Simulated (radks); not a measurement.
**Ionisation energy and size from Sc to Zn**

One table from this session's results is given with a row withheld; the runs are named, their logs left out.

Method: scalar-relativistic Kohn-Sham, PBE, spin-polarised, spherical densities, point nucleus; open shells are filled with parallel spins first. Code: radks (a radial shooting solver on a logarithmic mesh, Libxc functionals) version 1.

## The system

| Property | Result |
| --- | --- |
| species | Sc, Ti, V, Cr, Mn, Fe, Co, Ni, Cu, Zn |
| runs | 20, each species and its next ion |

The first run:

The run's settings:

```text
Z 21
configuration [Ar] 3d1 4s2
relativity scalar-relativistic
functional pbe,pbe
spin polarised
nucleus point
c 137.035999084
```

Among the steps run: Sc, [Ar] 3d1 4s2; Sc⁺, [Ar] 3d1 4s1; Ti, [Ar] 3d2 4s2; Ti⁺, [Ar] 3d2 4s1; V, [Ar] 3d3 4s2; V⁺, [Ar] 3d4; Cr, [Ar] 3d5 4s1; Cr⁺, [Ar] 3d5; Mn, [Ar] 3d5 4s2; Mn⁺, [Ar] 3d5 4s1; Fe, [Ar] 3d6 4s2; Fe⁺, [Ar] 3d6 4s1; Co, [Ar] 3d7 4s2; Co⁺, [Ar] 3d8; Ni, [Ar] 3d8 4s2; Ni⁺, [Ar] 3d9; Cu, [Ar] 3d10 4s1; Cu⁺, [Ar] 3d10; Zn, [Ar] 3d10 4s2; Zn⁺, [Ar] 3d10 4s1.

One of the session's tables, all rows but one given; the rest of the session is left out.

| species | Δ-SCF (eV) | −ε(HOMO) (eV) | its <r> (bohr) |
| --- | --- | --- | --- |
| Sc | 6.461 | 3.512 | 3.77 |
| Ti | 6.705 | 4.174 | 3.61 |
| V | 5.966 | 4.283 | 3.48 |
| Cr | 7.396 | 3.723 | 3.32 |
| Mn | ? | ? | ? |
| Fe | 7.836 | 4.851 | 3.11 |
| Co | 7.733 | 5.175 | 2.97 |
| Ni | 7.076 | 5.462 | 2.85 |
| Cu | 8.382 | 4.894 | 2.91 |
| Zn | 9.597 | 5.979 | 2.65 |

Estimate the missing values for Mn.

**Answer.** Δ-SCF (eV): 7.236; −ε(HOMO) (eV): 4.464; its <r> (bohr): 3.28. In the column «Δ-SCF (eV)» it lies between Ni (7.076) and Cr (7.396).

For Sc, Cr, Cu the highest level isn't the widest one, so −ε(HOMO) and <r> belong to different orbitals, and Δ-SCF follows the ion's typed configuration. Open shells are spherical and high-spin; term and fine-structure splittings are not resolved.
